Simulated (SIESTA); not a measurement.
Crystal: Cd3Se.

```
CELL_PARAMETERS angstrom
-2.04095 2.04095 6.08708
2.04095 -2.04095 6.08708
2.04095 2.04095 -6.08708
ATOMIC_POSITIONS crystal
Cd 0.50000 0.50000 0.00000
Cd 0.25000 0.75000 0.50000
Cd 0.75000 0.25000 0.50000
Se 0.00000 0.00000 0.00000
```

The cell comes from a database or a generator and needn't be the stable form of this composition.

```yaml
Program: SIESTA 5.4.2
Task: single point
Functional: PBE
Potentials_or_basis: PseudoDojo 0.4 standard (PBE files)
Basis: DZP (energy shift 0.003 Ry; two zetas on semicore shells)
Grid_cutoff: 800 Ry
Energy_shift: 0.003 Ry
k_mesh: 9 × 9 × 9
Occupations: fermi-dirac, width 0.05 eV
Spin: no spin polarisation
```

On this cell: pressure -1.4 GPa; largest force under 0.003 eV/Å; band gap on the k mesh none (metal or under the smearing width).

The same run follows on a disturbed copy (atoms moved at random, drawn with an rms of 0.05 Å):

```xyz
4
Lattice="-2.0410 2.0410 6.0871 2.0410 -2.0410 6.0871 2.0410 2.0410 -6.0871" Properties=species:S:1:pos:R:3 pbc="T T T"
Cd    0.0705    0.0134    6.0730
Cd    2.0410    0.0093    3.0861
Cd   -0.0166    2.0243    3.0658
Se    0.0394    0.0466    0.0112
```

**Question.** What changes?

**Answer.** The energy (extrapolated to zero smearing) moves by +1.0 meV/atom; pressure -1.3 GPa; largest force 0.117 eV/Å; band gap on the k mesh none (metal or under the smearing width).

Forces in eV/Å, atoms in the order of the input:
```
Cd  -0.074  0.062  0.008
Cd  -0.059 -0.098 -0.023
Cd   0.059  0.089 -0.031
Se   0.075 -0.053  0.046
```

Stress tensor (GPa, compression positive):
```
-1.39 -0.03 -0.10
-0.03 -1.44 -0.09
-0.10 -0.09 -1.13
```

Caveats: the basis of atomic orbitals isn't converged, which shifts pressures, moduli and gaps.
